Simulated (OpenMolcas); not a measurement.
# Fe²⁺ among point charges: CASSCF and CASPT2 levels and susceptibility

Aim: the splitting of the states of Fe²⁺ in the field of 8 point charges, its lowest levels with spin-orbit coupling and its magnetic susceptibility.

Method: state-averaged CASSCF and CASPT2, spin-orbit coupling by RASSI with atomic mean-field integrals. Code: OpenMolcas 26.06.

## (1) The atom as given

| Item | Value |
| --- | --- |
| Species | Fe²⁺ (iron, Z = 26, 24 electrons) |
| Basis | ANO-RCC-VDZP [5s4p2d1f], 34 functions |
| Scalar Hamiltonian | DKH2, point nucleus |
| Inactive shells | 1s 2s 2p 3s 3p |
| Active space | 6 electrons in 5 orbitals (3d) |
| Some configurations of this space | 3d⁶ |
| Orbitals | optimised for each spin and parity, averaged over all roots |

Outer shells as boxes (Hund's rule):

3d6
```
3d [↑↓][↑ ][↑ ][↑ ][↑ ]
```

The ion sits among 8 point charges of -1.6 e arranged as a cube (Oh), 2.21 Å from the ion.

Each step is its own input file, run in one work folder so that later steps find the files of earlier ones. Labels, J, g values, rates, χT and fits are worked out afterwards by a script from the matrices that RASSI stores. The input lists half of the charges; inversion (Group=XYZ) makes the rest.

## (2) One- and two-electron integrals

The input, a.inp:

```
&GATEWAY
Coord
1

Fe 0.0 0.0 0.0
Basis=ANO-RCC-VDZP
Group=XYZ
NoMove
AngMom=0.0 0.0 0.0
AMFI
XField
4 Angstrom 0
1.275944 1.275944 1.275944 -1.600000
1.275944 1.275944 -1.275944 -1.600000
1.275944 -1.275944 1.275944 -1.600000
1.275944 -1.275944 -1.275944 -1.600000
&SEWARD
```

Launch:

```
OMP_NUM_THREADS=1 MOLCAS_MEM=1689 MOLCAS_PROJECT=a pymolcas a.inp > a.log
```

## (3) CASSCF: quintets of even parity, 5 roots

The input, a.inp:

```
&RASSCF
FileOrb=start.orb
Symmetry=1
Spin=5
nActEl=6 0 0
Inactive=3 6
Ras2=5 0
CIRoot=5 5 1
SDav=5
CIMx=300
Iter=120 100
PrWF=0.3
OrbListing=Nothing
MaxOrb=0
>>> COPY $Project.JobIph JOB001
```

start.orb holds the contracted functions of the basis, ordered by shell, or the orbitals of the step before.

## (4) Reference wave functions, triplets of even parity, 45 roots

The input, a.inp:

```
&RASSCF
FileOrb=start.orb
Symmetry=1
Spin=3
nActEl=6 0 0
Inactive=3 6
Ras2=5 0
CIRoot=45 45 1
SDav=45
CIMx=300
Iter=120 100
PrWF=0.3
OrbListing=Nothing
MaxOrb=0
>>> COPY $Project.JobIph JOB002
```

## (5) Reference wave functions, singlets of even parity, 50 roots

The input, a.inp:

```
&RASSCF
FileOrb=start.orb
Symmetry=1
Spin=1
nActEl=6 0 0
Inactive=3 6
Ras2=5 0
CIRoot=50 50 1
SDav=50
CIMx=300
Iter=120 100
PrWF=0.3
OrbListing=Nothing
MaxOrb=0
>>> COPY $Project.JobIph JOB003
```

## (6) RASSI: spin-orbit coupling between the states

The input, a.inp:

```
&RASSI
NrOfJobIphs=3 5 45 50
1 2 3 4 5
1 2 3 4 5 6 7 8 9 10 11 12 13 14 15 16 17 18 19 20 21 22 23 24 25 26 27
28 29 30 31 32 33 34 35 36 37 38 39 40 41 42 43 44 45
1 2 3 4 5 6 7 8 9 10 11 12 13 14 15 16 17 18 19 20 21 22 23 24 25 26 27
28 29 30 31 32 33 34 35 36 37 38 39 40 41 42 43 44 45 46 47 48 49 50
IphNames
JOB001
JOB002
JOB003
EJob
SpinOrbit
DIPRint=1.0
SOCoupling=1000.0
Subsets=2
Property=9
'ANGMOM' 1 'ANGMOM' 2 'ANGMOM' 3 'MLTPL  1' 1 'MLTPL  1' 2 'MLTPL  1' 3
'AMFI' 1 'AMFI' 2 'AMFI' 3
SOProperty=3
'ANGMOM' 1 'ANGMOM' 2 'ANGMOM' 3
```

## (7) CASPT2: IPEA 0.25, imaginary shift 0.1 (closed shells correlated: 3s 3p)

The input, a.inp:

```
>>> COPY JOB001 $Project.JobIph
&CASPT2
Multistate=5 1 2 3 4 5
NoMult
Frozen=2 3
IPEA=0.25
Imaginary=0.1
MaxIter=60
WThr=0.0 0.3 0.05
PrWF=0.5
NoMix
>>> COPY JOB002 $Project.JobIph
&CASPT2
Multistate=45 1 2 3 4 5 6 7 8 9 10 11 12 13 14 15 16 17 18 19 20 21 22
23 24 25 26 27 28 29 30 31 32 33 34 35 36 37 38 39 40 41 42 43 44 45
NoMult
Frozen=2 3
IPEA=0.25
Imaginary=0.1
MaxIter=60
WThr=0.0 0.3 0.05
PrWF=0.5
NoMix
>>> COPY JOB003 $Project.JobIph
&CASPT2
Multistate=50 1 2 3 4 5 6 7 8 9 10 11 12 13 14 15 16 17 18 19 20 21 22
23 24 25 26 27 28 29 30 31 32 33 34 35 36 37 38 39 40 41 42 43 44 45 46
47 48 49 50
NoMult
Frozen=2 3
IPEA=0.25
Imaginary=0.1
MaxIter=60
WThr=0.0 0.3 0.05
PrWF=0.5
NoMix
```

(Steps that only read results are left out.)

Q: Predict the outcome of this session. Wanted: spin-free ground state; first state of the same spin within the active space; lowest level; next level.

The runs gave:

| quantity | value |
| --- | --- |
| method | SS-CASPT2, IPEA 0.25, imaginary shift 0.1 (closed shells correlated: 3s 3p) |
| spin-free ground state | 5E, 2-fold in its orbital part |
| first state of the same spin within the active space | 5T2 at 3980 cm⁻¹ |
| lowest level | 1-fold A1 |
| next level | 18.3 cm⁻¹ |
| χT at 300 K | 3.43 cm³ K/mol |
| effective moment at 300 K | 5.24 μB |

Cost by method:

```tsv
method	time of its own steps	time with the reference
A. CASSCF	25 s	25 s
B. SS-CASPT2, IPEA 0.25, imaginary shift 0.1, +3s 3p	6.1 s	31 s
```

Times are of one thread on a shared host.

What this shows: The spin-free ground state (5E) comes to 100 % from free-ion D terms and keeps the highest spin of the shell. χT at 300 K is 3.43, against 3.01 cm³ K/mol for the spin alone, so orbital moment adds to it. An active space of the d shell alone favours high spin; real ions in strong fields can be low spin. CASPT2 does not keep the components of a term degenerate, and the means are used. An orbital doublet at a regular site is open to a Jahn-Teller distortion, which this geometry leaves out. The field of point charges can differ much from that of real complexes. With metal d orbitals alone active, the gaps between spin states are rough; where two lie within a few thousand cm-1, their order is open. This is an electrostatic model: the charges have no orbitals.
